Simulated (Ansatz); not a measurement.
C₂H₇GeNO, SMILES [CH3][GeH]([NH2])[CH]=O, a rigid torsion scan

Computed with Ansatz 0.2.0 through its Python package.

Notebook, run cell by cell (the value of a cell's last expression is shown):

**Cell 1**
```python
import ansatz as az
from ase import Atoms
```

**Cell 2**
```python
atoms = Atoms(["C", "Ge", "N", "C", "O", "H", "H", "H", "H", "H", "H", "H"], positions=[
    (-1.3808, -0.9533, 0.3122),
    (0.2401, 0.0631, 0.4764),
    (1.6066, -0.97, -0.2085),
    (0.2068, 1.7197, -0.5131),
    (-0.7173, 2.5269, -0.2436),
    (-2.2599, -0.2758, 0.6995),
    (-1.3384, -1.8561, 0.8737),
    (-1.577, -1.1131, -0.7771),
    (0.5085, 0.3945, 2.015),
    (1.4476, -1.1131, -1.1874),
    (2.4938, -0.3886, -0.111),
    (0.8468, 1.9109, -1.3021),
])
```

**Cell 3**
```python
# start the scan from a relaxed geometry
first = az.Crystal.molecule_from_ase(atoms).calculation()
first = first.basis(gaussian="def2-SVP")
first = first.functional("cam_b3lyp").relax(force_tolerance=0.02, max_steps=80)
atoms.positions = first.run().report["positions_ang"]

start = atoms.get_dihedral(0, 1, 3, 4)
energies = {}
for turn in range(0, 360, 30):
    turned = atoms.copy()
    turned.set_dihedral(0, 1, 3, 4, start + turn, indices=[3, 4, 11])
    calculation = (
        az.Crystal.molecule_from_ase(turned).calculation()
        .basis(gaussian="def2-SVP")
        .functional("cam_b3lyp")
    )
    energies[round((start + turn) % 360)] = calculation.run().report["free_energy_ev"]
floor = min(energies.values())
print("dihedral C0-Ge1-C3-O4 (deg)   E - E(min) (kcal/mol)")
for angle, e in sorted(energies.items()):
    print(f"{angle:8d} {23.060548 * (e - floor):14.3f}  " + "#" * int(30 * (e - floor) / max(max(energies.values()) - floor, 1e-9)))
```
Output:
```text
dihedral C0-Ge1-C3-O4 (deg)   E - E(min) (kcal/mol)
      26          0.000
      56          0.329  ######
      86          0.954  #################
     116          1.477  ###########################
     146          1.622  ##############################
     176          1.443  ##########################
     206          1.147  #####################
     236          0.896  ################
     266          0.869  ################
     296          1.049  ###################
     326          0.942  #################
     356          0.350  ######
```

The scan is rigid and the energies are electronic, in a modest basis. With rigid groups the curve can differ much from the relaxed path, the start wasn't checked as a minimum of this torsion, and equivalent turns needn't return to the same energy. The whole script took 4.5 min on 1 thread of Arm Neoverse V1 (shared host), peak memory 0.46 GiB.
